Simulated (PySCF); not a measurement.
# [TbF2]+: other functionals and bases at one geometry

An exercise on one series of results from a longer session: the logs are not shown, and one member is left open.

The runs use PySCF 2.14.0; several levels, as the steps say, no spin–orbit coupling.

1 further run of the same task is left out (for a known fault of the program).

## Starting geometry

3 atoms, charge 1, spin multiplicity 1.

Bond lengths: Tb1–F2 1.939 Å, Tb1–F3 1.939 Å. Angles: F2–Tb1–F3 109.9°.

As a file:

```xyz
3
F2Tb
Tb    0.0000    0.0000   -0.3366
F     1.5877    0.0000    0.7774
F    -1.5877    0.0000    0.7774
```

Formal oxidation states: Tb +3. Each metal's 8 4f electrons lie in its core potential, so multiplicities, spins and levels count the valence alone. An earlier session relaxed this geometry at PBE0, Tb lcecp-1-SVP with ECP54, F def2-SVP (singlet, point group C2v).

At PBE0 on the finer grid: E = -235.721194 Eh, HOMO -16.17 eV, LUMO -8.11 eV, Mulliken charge on Tb1 +1.66 e, largest force component 0.018 eV/Å. 

Levels to run: BP86; M06-L; PBE0, TZVP. Hardware: 2 threads of Arm Neoverse V2, shared host.

Set-up of the first run:

Contents of run.py (the lines that set the calculation):

```python
mol = gto.M(atom='''
Tb     0.00000     0.00000    -0.33656
F      1.58769     0.00000     0.77738
F     -1.58769     0.00000     0.77738''',
    basis={'Tb': 'lcecp-1-SVP', 'F': 'def2-SVP'},
    ecp={'Tb': 'lcecp-1-SVP'},
    charge=1, spin=0)
mf = dft.RKS(mol, xc='B88,P86')
mf.grids.atom_grid = (75, 302)  # f atoms: unpruned, at least (60, 302)
mf = mf.density_fit()  # fitting sets: Tb AutoAux, F def2-universal-JKFIT
mf.conv_tol = 1e-08; mf.max_cycle = 55
mf.kernel(dm0)  # dm0: the density of the relaxed state
```

The run is started by

```bash
$ OMP_NUM_THREADS=2 python run.py
```

Among the steps run: BP86; M06-L; PBE0, TZVP.

One table of the session follows, with a row left open; its other results are not shown here.

```
              level  HOMO (eV)  gap (eV)  charge on Tb1 (e)  dipole (D)  largest force component (eV/Å)
PBE0 (relaxed here)     -16.17      8.06               1.66        6.32                            0.02
               BP86     -14.38      5.71               1.53        5.82                            0.48
              M06-L          ?         ?                  ?           ?                               ?
         PBE0, TZVP     -16.19      8.18               1.85        6.37                            0.24
```

Estimate the missing values for M06-L.

**Answer.** HOMO (eV): -14.55; gap (eV): 6.65; charge on Tb1 (e): 1.72; dipole (D): 6.33; largest force component (eV/Å): 0.50. In the column «HOMO (eV)» it lies between PBE0 (relaxed here) (-16.17) and BP86 (-14.38).

The dipole of a charged species depends on the origin, so these sizes hold for this origin alone.

In one basis the HOMO–LUMO gap runs from 5.71 eV (BP86) to 8.06 eV (PBE0). The largest leftover force, 0.50 eV/Å with M06-L, stands at a geometry relaxed at another level. With 4f in the core, its levels are missing from HOMO and gap, and its count is fixed, so no charge can pass from the ligands into it. Total energies of different levels can't be compared.
